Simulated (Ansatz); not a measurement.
# Li2TaSb2: the cost of one run

Program: Ansatz 0.2.0. Level of theory: DFT PBE, scalar-relativistic, plane waves, PAW. These are calculated values, not measurements.

## Step 1: Starting point

Symmetry: P4/mmm, No. 123, tetragonal system. The conventional cell has a = 3.742 Å, b = 3.742 Å, c = 8.122 Å, α = 90.00°, β = 90.00°, γ = 90.00°. Li (site symmetry 4mm) is surrounded by 1 Li at 2.50 Å and 5 Sb at 2.81 to 2.93 Å. Around Ta (site symmetry 4/mmm) lie 4 Sb at 2.65 Å. Sb (site symmetry 4/mmm) is surrounded by 8 Li at 2.93 Å. Sb (site symmetry 4/mmm) has 4 Ta at 2.65 Å and 2 Li at 2.81 Å as nearest neighbours.

Coordinates:

```cif
data_structure
_symmetry_space_group_name_H-M 'P4/mmm'
_symmetry_Int_Tables_number 123
_cell_length_a 3.7422
_cell_length_b 3.7422
_cell_length_c 8.1219
_cell_angle_alpha 90.000
_cell_angle_beta 90.000
_cell_angle_gamma 90.000
_cell_volume 113.74
loop_
_atom_site_label
_atom_site_type_symbol
_atom_site_symmetry_multiplicity
_atom_site_Wyckoff_symbol
_atom_site_fract_x
_atom_site_fract_y
_atom_site_fract_z
_atom_site_occupancy
Li1 Li 2 h 0.50000 0.50000 0.65401 1
Ta1 Ta 1 a 0.00000 0.00000 0.00000 1
Sb1 Sb 1 b 0.00000 0.00000 0.50000 1
Sb2 Sb 1 c 0.50000 0.50000 0.00000 1
```

A structure generator made this guess: random cell by space group and Wyckoff sites (P4/mmm, No. 123). Lengths come from tabulated atomic sizes and are only a guess.

## Step 2: Probe: one point on a coarse mesh

The input, input.yaml:

```yaml
crystal:
  lattice:
    - [3.74220056, 0.0, 0.0]
    - [0.0, 3.74220056, 0.0]
    - [0.0, 0.0, 8.1218783]
  atoms:
    - { symbol: Li, position: [0.5, 0.5, 0.65400584] }
    - { symbol: Li, position: [0.5, 0.5, 0.34599416] }
    - { symbol: Ta, position: [0.0, 0.0, 0.0] }
    - { symbol: Sb, position: [0.0, 0.0, 0.5] }
    - { symbol: Sb, position: [0.5, 0.5, 0.0] }
basis:
  ecutwfc: 420
kpoints:
  mp_grid: { grid: [4, 4, 2] }
hamiltonian:
  xc: pbe
scf:
  occupations: { method: gaussian, width: 0.1 }
  lower_state_search: "off"
output:
  forces: true
  stress: true
  eigenvalues: true
```

Command:

```sh
$ ansatz run input.yaml --threads 1 --pin off --max-ram 2048MiB --backend cpu --events-out ev --progress --plain --runs-dir out
```

**Question.** How long does this run take on 1 thread of Intel Xeon Platinum 8488C (Sapphire Rapids), shared host, and how much memory does it need?

About 2.2 s, with a peak of 0.49 GiB.
